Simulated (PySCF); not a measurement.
# The bond of HBr+, level by level

What are the lowest state that PBE0 finds, the bond length, vibrational wavenumber and bond energy of HBr+, and how much do these hang on the method?

The runs use PySCF 2.14.0; H pcseg-1, Br pcseg-1, no relativity.

### 1 The job

Settings of the job:

```json
{
  "atoms": "H, Br",
  "charge": "1",
  "basis": "H pcseg-1, Br pcseg-1",
  "Hamiltonian": "no relativity",
  "basis functions": "32",
  "electrons treated": "35",
  "masses in u": "1.0078, 78.9183",
  "levels": "PBE0, PBE, r²SCAN, BHandHLYP, BLYP, TPSS, CAM-B3LYP, HF, MP2, SCS-MP2, CCSD, CCSD(T)",
  "grid": "80 radial by 434 angular points",
  "occupations": "held fixed by the projection of orbital angular momentum",
  "dissociation limit": "H + Br+, each in its ground configuration",
  "starting distance in angstrom": "1.535",
  "values of 2S to try": "1, 3"
}
```

Further steps of the session: The PBE0 curve of the state that the search chose; Higher solutions at PBE0; PBE (GGA); r²SCAN (meta-GGA); BHandHLYP (global hybrid GGA); BLYP (GGA); TPSS (meta-GGA); CAM-B3LYP (range-separated hybrid); UHF (mean field); Correlated methods on the Hartree–Fock reference.

**Question.** What will these runs give? Wanted: for each run, Re; ωe; De; μ.

As calculated:

Lowest PBE0 solution found, without spin–orbit coupling: ²Π (doublet), unpaired electrons π ↑. The other levels ran on it alone.

```
      level  Re (Å)  ωe (cm⁻¹)  De (eV)  μ (D)
        UHF   1.442       2583     2.90  -1.79
    UHF-MP2   1.451       2499     3.66    n/a
UHF-SCS-MP2   1.452       2495     3.69    n/a
   UHF-CCSD   1.457       2453     3.72    n/a
UHF-CCSD(T)   1.458       2443     3.75    n/a
        PBE   1.477       2352     4.13  -1.71
       BLYP   1.482       2309     4.11  -1.68
       TPSS   1.469       2385     4.20  -1.69
     r²SCAN   1.462       2427     4.17  -1.76
       PBE0   1.461       2447     4.05  -1.74
  BHandHLYP   1.453       2495     3.98  -1.74
  CAM-B3LYP   1.462       2441     4.10  -1.75
```

De is counted to H + Br+ in their ground configurations. A positive dipole points from H to Br; in an ion it is taken about the centre of mass and does not tell which atom is negative.

Differences from CCSD(T) in the same basis:

```
      level  Re (mÅ)  ωe (%)
        UHF      -16    +5.7
    UHF-MP2       -6    +2.3
UHF-SCS-MP2       -6    +2.1
   UHF-CCSD       -1    +0.4
        PBE      +19    -3.7
       BLYP      +24    -5.5
       TPSS      +11    -2.4
     r²SCAN       +5    -0.7
       PBE0       +4    +0.1
  BHandHLYP       -5    +2.1
  CAM-B3LYP       +5    -0.1
```

**Reading.** Against CCSD(T) in the same basis, the bond length is nearest at UHF-CCSD (-1 mÅ) and farthest at BLYP (+24 mÅ); the wavenumber is nearest at PBE0 and CAM-B3LYP (0.1 % off) and farthest at UHF (+5.7 %). Hartree–Fock falls on the short and stiff side, its usual fault. PBE has the long and soft bond that GGAs tend to give. CCSD(T) in a basis this small is itself some way from its limit, more so than the functionals. Of the levels with a De here, UHF gives the least (2.90 eV) and TPSS the most (4.20 eV).

Correlated steps freeze 9 core orbitals. At some levels the lowest empty orbital lies below the highest filled one (the two can be of opposite spin).
